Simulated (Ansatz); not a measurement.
**CH8AlNSi: two torsions**

A grid of calculations on CH8AlNSi, SMILES [CH3][Al]([NH2])[SiH3], to see where the energy is lowest and how it rises around there.

Method: RKS PBE0-D4/def2-SVP; program: Ansatz 0.2.0.

## (1) Where the work starts

SMILES `[CH3][Al]([NH2])[SiH3]`, 12 atoms, charge 0, spin multiplicity 1.

Atoms are counted from 1 here; the program's logs count them from 0.

Bond lengths: C1–Al2 1.967 Å, C1–H5 1.111 Å, C1–H6 1.110 Å, C1–H7 1.111 Å, Al2–N3 1.791 Å, Al2–Si4 2.460 Å, N3–H8 1.023 Å, N3–H9 1.024 Å, Si4–H10 1.512 Å, Si4–H11 1.512 Å, Si4–H12 1.511 Å. Angles: Al2–C1–H5 111.1°, Al2–C1–H6 112.6°, Al2–C1–H7 111.0°, H5–C1–H6 107.7°, H5–C1–H7 106.4°, H6–C1–H7 107.7°, C1–Al2–N3 119.4°, C1–Al2–Si4 124.8°, N3–Al2–Si4 115.8°, Al2–N3–H8 125.2°, Al2–N3–H9 125.3°, H8–N3–H9 109.5°, Al2–Si4–H10 112.1°, Al2–Si4–H11 112.4°, Al2–Si4–H12 112.5°, H10–Si4–H11 106.1°, H10–Si4–H12 106.6°, H11–Si4–H12 106.7°.

Coordinates:

```mol
CH8AlNSi
  3D, bonds by distance, orders not assigned

 12 11  0  0  0  0  0  0  0  0999 V2000
   -1.0164    1.7706    0.1084 C   0  0
   -0.0506    0.0697    0.3142 Al  0  0
    0.2677   -0.5669    1.9572 N   0  0
    0.7967   -1.2990   -1.5464 Si  0  0
   -1.9505    1.6317   -0.4771 H   0  0
   -1.2928    2.2253    1.0822 H   0  0
   -0.4034    2.5107   -0.4492 H   0  0
    0.7589   -1.4394    2.1666 H   0  0
   -0.0177   -0.1165    2.8310 H   0  0
    1.8043   -0.5510   -2.3897 H   0  0
   -0.3020   -1.7307   -2.4905 H   0  0
    1.4825   -2.5599   -1.0726 H   0  0
  1  2  8  0
  1  5  8  0
  1  6  8  0
  1  7  8  0
  2  3  8  0
  2  4  8  0
  3  8  8  0
  3  9  8  0
  4 10  8  0
  4 11  8  0
  4 12  8  0
M  END
```

This geometry comes from a loose relaxation at PBE in a small basis, which is not shown.

## (3) Plan of the scan

The axes are (1) dihedral C1–Al2–N3–H8: 18 values from −180 to 160 °, periodic; (2) dihedral C1–Al2–Si4–H10: 17 values from −29.0 to 151.0 °.

Nothing else is relaxed (all other coordinates rigid). Energies count from the relaxed molecule at the same level. Points are written as (first, second).

(The set-up runs are not shown.)

## (4) Grid point (40°, −6.5°)

input.yaml reads:

```yaml
crystal:
  periodic: [false, false, false]
  atoms:
    - { symbol: C, position_ang: [-1.005381, 1.753675, 0.101467] }
    - { symbol: Al, position_ang: [-0.043953, 0.065398, 0.329578] }
    - { symbol: "N", position_ang: [0.265162, -0.564402, 1.961546] }
    - { symbol: Si, position_ang: [0.791547, -1.287391, -1.54072] }
    - { symbol: H, position_ang: [-1.925852, 1.60676, -0.48888] }
    - { symbol: H, position_ang: [-1.292464, 2.214259, 1.060456] }
    - { symbol: H, position_ang: [-0.393245, 2.485579, -0.45247] }
    - { symbol: H, position_ang: [-0.394285, -0.53208, 2.731333] }
    - { symbol: H, position_ang: [1.124259, -1.009841, 2.266937] }
    - { symbol: H, position_ang: [0.342224, -0.747833, -2.867942] }
    - { symbol: H, position_ang: [0.298094, -2.703877, -1.473948] }
    - { symbol: H, position_ang: [2.290616, -1.350814, -1.582462] }
basis:
  gaussian: { orbitals: def2-SVP }
hamiltonian:
  xc: pbe0
  dispersion: d4
output:
  forces: true
```

Command:

```
ansatz run input.yaml --threads 1 --pin off --max-ram 2560MiB --backend cpu --events-out ev --progress --plain --runs-dir out
```

The session goes on with these runs: the other points that were computed.

Before running it: what results should come out? Wanted: lowest point; highest computed point; largest force on an atom.

**Answer**, as computed:

```
                       quantity                                                                     value
                   lowest point                                                (−180°, 61.0°), 0.0 kJ/mol
         highest computed point                                (80°, 61.0°), 47.4 kJ/mol above the lowest
largest force on an atom (eV/Å)  0.00 at (−180°, 61.0°) to 0.48 at (80°, 83.5°); 0.00 at the lowest point
        time for the whole task                                           42 min on 1 thread, shared host
```

In words: The lowest computed point is at (−180°, 61.0°), 0.0 kJ/mol from the relaxed molecule at the same level. The highest computed point, (80°, 61.0°), lies 47.4 kJ/mol above the lowest.
